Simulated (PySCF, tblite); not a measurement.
# C8H13BO: geometry, infrared bands and NMR shifts

Wanted: the infrared bands and NMR shifts of C8H13BO (`C=C1CC/C1=C/OCBC`), by calculation.

The runs use tblite 0.8.0 and PySCF 2.14.0, with density-fitted response routines of our own; the level of theory stands in each step. All values are computed, except where a source is named. Atoms are numbered from 0 throughout.

### 1 The starting structure

23 atoms, charge 0, multiplicity 1; geometry from: force field or distance geometry start.

Bonds of the start (Å): C0–C1 1.35, C1–C2 1.45, C2–C3 1.48, C3–C4 1.48, C4–C5 1.32, C5–O6 1.37, O6–C7 1.40, C7–B8 1.59, B8–C9 1.57, C4–C1 1.46, C0–H10 1.10, C0–H11 1.08, C2–H12 1.12, C2–H13 1.12, C3–H14 1.10, C3–H15 1.14, C5–H16 1.09, C7–H17 1.12, C7–H18 1.13, B8–H19 1.20, C9–H20 1.11, C9–H21 1.12, C9–H22 1.12.

### 2 Relaxing the molecule with GFN2-xTB

Job settings and geometry (Å):

```
{"job": {"kind": "relax", "xc": "GFN2-xTB", "basis": "xTB"}, "charge": 0, "multiplicity": 1}
C     -1.402300     1.507000     0.967100
C     -1.967600     0.416600     0.415200
C     -3.280900    -0.048700     0.006200
C     -2.787900    -1.434700    -0.128500
C     -1.420400    -0.874900     0.008800
C     -0.201000    -1.345400    -0.198700
O      0.954600    -0.625700    -0.023700
C      1.532900     0.259000    -0.946900
B      2.876100     0.924700    -0.427600
C      3.791800     0.305400     0.692200
H     -2.048100     2.364400     1.199800
H     -0.340000     1.549000     1.178600
H     -3.662700     0.456100    -0.921600
H     -4.071400     0.061200     0.790200
H     -2.907100    -1.866900    -1.135500
H     -3.033100    -2.151100     0.724800
H     -0.111800    -2.385600    -0.522100
H      1.718800    -0.227900    -1.939600
H      0.797900     1.092500    -1.126500
H      3.419400     1.649200    -1.214800
H      4.745700    -0.028700     0.227700
H      3.344500    -0.611000     1.158200
H      4.047700     1.042500     1.499500
```

Command:

```console
> OMP_NUM_THREADS=1 python probes_run.py task.json out
```

The driver reads the jobs from task.json and runs them one after another.

**Question.** This job is followed by: GFN2-xTB harmonic vibrations, gas phase; GIAO PBE0/pcSseg-1 NMR shielding, non-relativistic, gas phase. Predict these results of the whole session: strongest single infrared mode (GFN2-xTB); zero-point energy (GFN2-xTB); 13C shifts against TMS (PBE0/pcSseg-1); 1H shifts against TMS (PBE0/pcSseg-1, means over atoms taken as alike); 17O shifts against H2O (PBE0/pcSseg-1); 11B shifts against BF3·OEt2 (PBE0/pcSseg-1).

The runs gave:

```
                                                              quantity                                                   value
                             strongest single infrared mode (GFN2-xTB)                                   1708 cm⁻¹, 243 km/mol
                                          zero-point energy (GFN2-xTB)                                          118.0 kcal/mol
                                13C shifts against TMS (PBE0/pcSseg-1)  153.6, 153.4, 114.1, 112.0, 79.0, 27.9, 24.7, 10.3 ppm
1H shifts against TMS (PBE0/pcSseg-1, means over atoms taken as alike)      7.83, 6.30, 4.96, 4.80, 2.76, 2.55, 2.48, 1.26 ppm
                                17O shifts against H2O (PBE0/pcSseg-1)                                               140.4 ppm
                           11B shifts against BF3·OEt2 (PBE0/pcSseg-1)                                                82.6 ppm
```

In words: Over 213 steps the energy fell by 0.912 eV; of the close pairs, C2–C3 changed most, 1.477 to 1.540 Å. All 63 modes are real, so the xTB geometry is a minimum. The strongest single mode, at 1708 cm⁻¹, moves mainly C4 and C5. Unscaled tight-binding wavenumbers are off by several per cent, some by more. Its intensities can rank the bands wrongly.
